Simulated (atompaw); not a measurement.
# Pseudopotential generation for Pd: PAW (atompaw), PBE

Aim: build the potential from the settings below, then test how well it stands in for the atom: scattering, ghost states and the plane-wave cutoff that it needs.

Program: atompaw 4.2.0.5. Reference atom: PBE, scalar-relativistic, spherical and spin-unpolarised. All values are calculated.

## Step 1: The atom and the settings

Typed settings, in words:

```json
{
 "element": "palladium (Pd, Z = 46)",
 "type": "PAW",
 "frozen core": "[Ar] 3d10",
 "valence charge": "18",
 "reference configuration": "4s2 4p6 4d7 5s0 5p0 (charge +3)",
 "partial waves": "4s (bound): rc 1.30 bohr; 5s (bound, empty): rc 1.78 bohr; 4p (bound): rc 1.38 bohr; 5p (bound, empty): rc 1.78 bohr; 4d (bound): rc 1.78 bohr; 4d channel at -2.15 Ry: rc 1.78 bohr",
 "local potential": "bessel scheme, radius 1.48 bohr",
 "core correction": "smooth core density matched at 0.98 bohr",
 "augmentation charge": "sinc compensation charge, radius 1.70 bohr; PAW radius 1.78 bohr; waves and projectors: custom polynom2 7 10 vanderbiltortho"
}
```

The nodes and maxima of the atom's own shells, from an earlier all-electron run, set the scale for the radii.

All-electron outer shells of the reference configuration (PBE, scalar-relativistic, ld1.x):

```json
{"shell": "3d", "level (eV)": "-367.30", "outermost node (bohr)": "–", "outermost maximum (bohr)": "0.28"}
{"shell": "4s", "level (eV)": "-126.08", "outermost node (bohr)": "0.45", "outermost maximum (bohr)": "0.85"}
{"shell": "4p", "level (eV)": "-91.44", "outermost node (bohr)": "0.46", "outermost maximum (bohr)": "0.90"}
{"shell": "4d", "level (eV)": "-41.64", "outermost node (bohr)": "0.45", "outermost maximum (bohr)": "1.06"}
{"shell": "5s", "level (eV)": "-30.58", "outermost node (bohr)": "1.12", "outermost maximum (bohr)": "2.16"}
{"shell": "5p", "level (eV)": "-23.19", "outermost node (bohr)": "1.24", "outermost maximum (bohr)": "2.51"}
{"shell": "4f", "level (eV)": "-9.65", "outermost node (bohr)": "–", "outermost maximum (bohr)": "3.57"}
```

## Step 2: Generation

Pd.input reads:

```
Pd 46
GGA-PBE scalarrelativistic loggrid 1500 logderivrange -11 5 401
5 5 4 0 0 0
5 0 0
5 1 0
4 2 7
0 0 0
c
c
c
v
v
c
c
v
v
c
v
2
1.78 1.70 1.48 0.98
n
n
y
-2.15
n
custom polynom2 7 10 vanderbiltortho sinc
bessel
1.30
1.78
1.38
1.78
1.78
1.78
PWSCFOUT
UPFDX 0.0125d0 UPFXMIN -7.d0 UPFZMESH 46.d0
END
```

Launch:

```bash
$ atompaw < Pd.input > Pd.log
```

**Question.** What will these runs give? Wanted: cutoffs for 10 and 1 mRy, occupied levels; bound ghosts; largest phase difference near zero energy, channels read; lowest eigenvalue of the overlap; share of valence orbitals outside the PAW sphere; UPF file.

**Answer**, as computed:

```
                                                quantity                                      value
               cutoffs for 10 and 1 mRy, occupied levels                     160 Ry and over 300 Ry
                                            bound ghosts                                 none found
largest phase difference near zero energy, channels read                                  0.037 rad
         lowest eigenvalue of the overlap (Bessel basis)                                  0.697 (s)
        share of valence orbitals outside the PAW sphere  4s 1 %, 5s 81 %, 4p 4 %, 5p 89 %, 4d 17 %
                                                UPF file                                    written
```

What this shows: The potential is very hard: the looser tolerance needs 160 Ry. The tighter tolerance needs over 300 Ry, and converged work needs a cutoff nearer that. The slowest occupied level is 4p: taken alone it needs 160 Ry to come within 1 mRy, against 35 Ry for 4s. It is free of bound ghosts as far as tested. Of the channels read, p scatters worst near zero energy, by up to 0.04 rad.
